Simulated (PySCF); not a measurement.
**Tb(SH)3: other functionals and bases at one geometry**

An exercise on one series of results from a longer session: the logs are not shown, and one member is left open.

Method: several levels, as the steps say, no spin–orbit coupling; program: PySCF 2.14.0.

1 further run of the same task is left out (for a known fault of the program).

### The system as given

7 atoms, charge 0, spin multiplicity 1.

Bond lengths: Tb1–S2 2.589 Å, Tb1–S4 2.589 Å, Tb1–S6 2.589 Å, S2–H3 1.355 Å, S4–H5 1.355 Å, S6–H7 1.355 Å. Angles: S2–Tb1–S4 120.0°, S2–Tb1–S6 120.0°, S4–Tb1–S6 120.0°, Tb1–S2–H3 94.4°, Tb1–S4–H5 94.4°, Tb1–S6–H7 94.4°.

As a file:

```xyz
7

Tb    0.00000    0.00000    0.89008
S     2.55461    0.41647    0.94793
H     2.87386   -0.90023    0.96109
S    -1.63798    2.00412    0.94793
H    -0.65730    2.93895    0.96109
S    -0.91663   -2.42059    0.94793
H    -2.21655   -2.03872    0.96109
```

Formal oxidation states: Tb +3. Each metal's 8 4f electrons lie in its core potential, so multiplicities, spins and levels count the valence alone. An earlier session relaxed this geometry at PBE0, Tb lcecp-1-SVP with ECP54, S def2-SVP, H def2-SVP (singlet, point group C3).

At PBE0 on the finer grid: E = -1232.226629 Eh, HOMO -7.43 eV, LUMO -2.47 eV, Mulliken charge on Tb1 +0.84 e, largest force component 0.015 eV/Å. 

Levels to run: M06-L; BLYP; PBE0, TZVP. Hardware: 2 threads of Arm Neoverse V2, shared host.

The first run:

File run.py (the lines that set the calculation):

```python
mol = gto.M(atom='''
Tb     0.00000     0.00000     0.89008
S      2.55461     0.41647     0.94793
H      2.87386    -0.90023     0.96109
S     -1.63798     2.00412     0.94793
H     -0.65730     2.93895     0.96109
S     -0.91663    -2.42059     0.94793
H     -2.21655    -2.03872     0.96109''',
    basis={'Tb': 'lcecp-1-SVP', 'S': 'def2-SVP', 'H': 'def2-SVP'},
    ecp={'Tb': 'lcecp-1-SVP'},
    charge=0, spin=0)
mf = dft.RKS(mol, xc='M06L')
mf.grids.atom_grid = (75, 302)  # f atoms: unpruned, at least (60, 302)
mf = mf.density_fit()  # fitting sets: Tb AutoAux, S def2-universal-JKFIT, H def2-universal-JKFIT
mf.conv_tol = 1e-08; mf.max_cycle = 55
mf.kernel(dm0)  # dm0: the density of the relaxed state
```

The run is started by

```sh
$ OMP_NUM_THREADS=2 python run.py
```

Steps of the session up to this table: M06-L; BLYP; PBE0, TZVP.

One table of the session follows, with a row left open; its other results are not shown here.

| level | HOMO (eV) | gap (eV) | charge on Tb1 (e) | dipole (D) | largest force component (eV/Å) |
| --- | --- | --- | --- | --- | --- |
| PBE0 (relaxed here) | -7.43 | 4.97 | 0.84 | 0.33 | 0.01 |
| M06-L | ? | ? | ? | ? | ? |
| BLYP | -6.01 | 2.91 | 0.61 | 0.30 | 0.42 |
| PBE0, TZVP | -7.49 | 5.03 | 1.26 | 0.34 | 0.21 |

Q: Estimate the row for M06-L from the others.

The run gave: HOMO (eV): -6.40; gap (eV): 4.18; charge on Tb1 (e): 1.05; dipole (D): 0.34; largest force component (eV/Å): 0.22. In the column «HOMO (eV)» it lies between PBE0 (relaxed here) (-7.43) and BLYP (-6.01).

In one basis the HOMO–LUMO gap runs from 2.91 eV (BLYP) to 4.97 eV (PBE0). The largest leftover force, 0.42 eV/Å with BLYP, stands at a geometry relaxed at another level. With 4f in the core, its levels are missing from HOMO and gap, and its count is fixed, so no charge can pass from the ligands into it. Total energies of different levels can't be compared.
